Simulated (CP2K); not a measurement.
Ge3Pd:

```xyz
4
Lattice="4.1420 0.0000 0.0000 0.0000 4.1420 0.0000 0.0000 0.0000 4.1420" Properties=species:S:1:pos:R:3 pbc="T T T"
Pd    0.0000    0.0000    0.0000
Ge    2.0710    2.0710    0.0000
Ge    2.0710    0.0000    2.0710
Ge    0.0000    2.0710    2.0710
```

The cell comes from a database or a generator and needn't be the stable form of this composition.

```yaml
Program: CP2K 2026.2
Task: relaxation of cell and atoms
Functional: RPBE
Dispersion: D3(BJ)
Potentials_or_basis: POTENTIAL_UZH Pd GTH-PBE-q18, Ge GTH-PBE-q4; TZVP-MOLOPT-PBE-GTH basis
Density_cutoff: 6803 eV
k_mesh: 5 × 5 × 5
Occupations: fermi-dirac, width 0.05 eV
Spin: no spin polarisation
```

At the start: pressure -21.9 GPa; volume 17.77 Å³/atom.

Q: How do energy, volume and symmetry change on relaxing?

A: Over 6 steps the energy falls by 263.0 meV/atom and the volume is 14.56 Å³/atom (-18.0 %); space group Pm-3m (No. 221, to 0.05 Å).

Step by step:
```
step  energy change (eV)  largest force (eV/Å)  volume (Å³)
   1              0.0000                0.0000        71.06
   2             -0.1649                0.0000        69.83
   3             -1.0506                0.0000        57.87
   4             -1.0517                0.0000        58.36
   5             -1.0519                0.0000        58.24
   6             -1.0519                0.0000        58.24
```

Final structure:
```yaml
crystal:
  lattice:
    - [3.87611, 0.00000, 0.00000]
    - [0.00000, 3.87611, 0.00000]
    - [0.00000, 0.00000, 3.87611]
  atoms:
    - { symbol: Pd, position: [0.00000, 0.00000, 0.00000] }
    - { symbol: Ge, position: [0.50000, 0.50000, 0.00000] }
    - { symbol: Ge, position: [0.50000, 0.00000, 0.50000] }
    - { symbol: Ge, position: [0.00000, 0.50000, 0.50000] }
```

Caveat: the volume moved by over 15 % at a fixed basis, so the end points are rough; the potentials were made for another functional, which shifts forces and pressure; the basis of atomic orbitals isn't converged, which shifts pressures, moduli and gaps; pairwise dispersion overbinds metals, which lowers pressure and volume.
